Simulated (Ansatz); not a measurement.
# Be5Au: the cost of one run

Program: Ansatz 0.2.0. Level of theory: DFT PBEsol, scalar-relativistic, plane waves, PAW. These are calculated values, not measurements.

1 further run of the same task is left out (it didn't finish).

**1. The structure to begin with**

Symmetry: F-43m, No. 216, cubic system. The conventional cell has a = 6.097 Å, b = 6.097 Å, c = 6.097 Å, α = 90.00°, β = 90.00°, γ = 90.00°. Be (site symmetry 3m) is surrounded by 6 Be at 2.16 Å. Be (site symmetry -43m) has 12 Be at 2.53 Å and 4 Au at 2.64 Å as nearest neighbours. Around Au (site symmetry -43m) lie 16 Be at 2.53 to 2.64 Å.

Structure file:

```
Be Au
1.0
     0.00000    3.04850    3.04850
     3.04850    0.00000    3.04850
     3.04850    3.04850    0.00000
Be Au
5 1
Direct
  0.37500 0.87500 0.37500
  0.37500 0.37500 0.87500
  0.37500 0.37500 0.37500
  0.87500 0.37500 0.37500
  0.75000 0.75000 0.75000
  0.00000 0.00000 0.00000
```

The structure comes from the Crystallography Open Database.

(A quick probe on a coarse mesh, which set the mesh and smearing, is not shown.)

**3. Full relaxation**

Input file input.yaml:

```yaml
crystal:
  lattice:
    - [0.0, 3.0485005619, 3.0485005619]
    - [3.0485005619, 0.0, 3.0485005619]
    - [3.0485005619, 3.0485005619, 0.0]
  atoms:
    - { symbol: Be, position: [0.375, 0.875, 0.375] }
    - { symbol: Be, position: [0.375, 0.375, 0.875] }
    - { symbol: Be, position: [0.375, 0.375, 0.375] }
    - { symbol: Be, position: [0.875, 0.375, 0.375] }
    - { symbol: Be, position: [0.75, 0.75, 0.75] }
    - { symbol: Au, position: [0.0, 0.0, 0.0] }
basis:
  ecutwfc: 420
kpoints:
  mp_grid: { grid: [10, 10, 10] }
hamiltonian:
  xc: pbesol
scf:
  occupations: { method: gaussian, width: 0.1 }
output:
  forces: true
  stress: true
  eigenvalues: true
relax:
  adjacent_minimum: "off"
  f_tol: 0.005
  max_steps: 80
  cell: { stress_tol: 0.05 }
```

Run with:

```
ansatz run input.yaml --threads 4 --pin off --max-ram 10240MiB --backend cpu --events-out ev --progress --plain --runs-dir out
```

**Question.** How long does this run take on 4 threads of Arm Neoverse V1, shared host, and how much memory does it need?

About 6.3 s, with a peak of 0.43 GiB.
